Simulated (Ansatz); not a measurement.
# C₂H₄AlOSb: a ladder of functionals and wavefunction methods

One table from this session's results is given with a row withheld; the runs are named, their logs left out.

Computed with Ansatz 0.2.0, Gaussian basis. Level: functionals in def2-TZVPP, the program's frozen cores in correlated methods.

The runs, in order: LDA (SPW92), PBE-D4, revPBE-D4, BLYP-D4, r2SCAN-D4, B97M-V, PBE0-D4, B3LYP-D4, r2SCANh-D4, r2SCAN0-D4, HSE06-D4, BHLYP-D4, CAM-B3LYP-D4, LC-ωPBE, ωB97X-V, ωB97M-V, B2PLYP, PBE-QIDH; CCSD(T)/def2-SVP; CCSD(T)/def2-TZVPP; MP2/def2-QZVPP; extrapolation to the limit; RPA on PBE.

**The relaxed structure**

The geometry comes from an earlier relaxation with PBE0-D4 in a triple-zeta def2 set; it is a stationary point, not always the lowest conformer. Sb takes the def2 core potential; no spin-orbit term is included.

SMILES `[AlH2][C]#C[O][SbH2]`, 9 atoms, charge 0, spin multiplicity 1.

Atoms are counted from 1 here; the program's logs count them from 0.

Bond lengths: Al1–C2 1.874 Å, Al1–H6 1.585 Å, Al1–H7 1.586 Å, C2–C3 1.222 Å, C3–O4 1.273 Å, O4–Sb5 2.031 Å, Sb5–H8 1.711 Å, Sb5–H9 1.711 Å. Angles: C2–Al1–H6 120.2°, C2–Al1–H7 119.6°, H6–Al1–H7 120.1°, Al1–C2–C3 179.1°, C2–C3–O4 179.2°, C3–O4–Sb5 119.6°, O4–Sb5–H8 93.5°, O4–Sb5–H9 93.5°, H8–Sb5–H9 90.3°.

Coordinates:

```mol
C2H4AlOSb
  3D, bonds by distance, orders not assigned

  9  8  0  0  0  0  0  0  0  0999 V2000
   -0.8017    1.6079   -1.8100 Al  0  0
    0.2616    0.6124   -0.6304 C   0  0
    0.9711   -0.0274    0.1310 C   0  0
    1.7255   -0.6859    0.9172 O   0  0
    0.9057   -2.0077    2.2236 Sb  0  0
   -0.1331    2.6447   -2.8047 H   0  0
   -2.3750    1.4070   -1.8079 H   0  0
   -0.1442   -2.6767    1.0493 H   0  0
   -0.3213   -0.9205    2.7148 H   0  0
  1  2  8  0
  2  3  8  0
  3  4  8  0
  4  5  8  0
  1  6  8  0
  1  7  8  0
  5  8  8  0
  5  9  8  0
M  END
```

The first run:

in.yaml

```yaml
crystal:
  periodic: [false, false, false]
  atoms:
    - {symbol: Al, position_ang: [-0.801740, 1.607905, -1.809961]}
    - {symbol: C, position_ang: [0.261601, 0.612360, -0.630436]}
    - {symbol: C, position_ang: [0.971097, -0.027393, 0.130987]}
    - {symbol: O, position_ang: [1.725461, -0.685921, 0.917150]}
    - {symbol: Sb, position_ang: [0.905671, -2.007721, 2.223558]}
    - {symbol: H, position_ang: [-0.133121, 2.644734, -2.804666]}
    - {symbol: H, position_ang: [-2.375025, 1.407038, -1.807892]}
    - {symbol: H, position_ang: [-0.144184, -2.676687, 1.049343]}
    - {symbol: H, position_ang: [-0.321260, -0.920515, 2.714815]}
basis:
  gaussian: {orbitals: def2-TZVPP}
hamiltonian: {xc: lda}
output: {orbitals: {seedname: orbitals}}
```

The run is started by

```sh
$ ansatz run in.yaml --threads 4 --pin off --events-out ev --progress --plain --max-ram 10444MiB
```

Steps of the session up to this table: LDA; PBE-D4 (GGA); revPBE-D4 (GGA); BLYP-D4 (GGA); r2SCAN-D4 (meta-GGA); B97M-V (meta-GGA); PBE0-D4 (hybrid); B3LYP-D4 (hybrid); r2SCANh-D4 (hybrid); r2SCAN0-D4 (hybrid); HSE06-D4 (hybrid); BHLYP-D4 (hybrid); CAM-B3LYP-D4 (range-separated); LC-ωPBE (range-separated); ωB97X-V (range-separated); ωB97M-V (range-separated); B2PLYP (double hybrid); PBE-QIDH (double hybrid).

One table of the session follows, with a row left open; its other results are not shown here.

It belongs to the step «Frontier levels by functional». 

| functional | HOMO (eV) | LUMO (eV) | gap (eV) |
| --- | --- | --- | --- |
| LDA (SPW92) | -6.02 | -3.29 | 2.73 |
| PBE-D4 | -5.84 | -3.05 | 2.79 |
| revPBE-D4 | -5.77 | -2.95 | 2.82 |
| BLYP-D4 | -5.67 | -2.94 | 2.73 |
| r2SCAN-D4 | -6.03 | -2.85 | 3.18 |
| B97M-V | -6.05 | -2.91 | 3.14 |
| PBE0-D4 | -6.93 | -2.23 | 4.70 |
| B3LYP-D4 | -6.70 | -2.45 | 4.25 |
| r2SCANh-D4 | -6.44 | -2.55 | 3.89 |
| r2SCAN0-D4 | -7.07 | -2.11 | 4.96 |
| HSE06-D4 | -6.54 | -2.60 | 3.94 |
| BHLYP-D4 | -7.89 | -1.37 | 6.52 |
| CAM-B3LYP-D4 | ? | ? | ? |
| LC-ωPBE | -9.52 | -0.07 | 9.46 |
| ωB97X-V | -9.15 | -0.21 | 8.94 |
| ωB97M-V | -9.04 | -0.41 | 8.63 |

**Question.** Estimate the row for CAM-B3LYP-D4.

The run gave: HOMO (eV): -8.19; LUMO (eV): -1.23; gap (eV): 6.95. In the column «HOMO (eV)» it lies between ωB97M-V (-9.04) and BHLYP-D4 (-7.89).
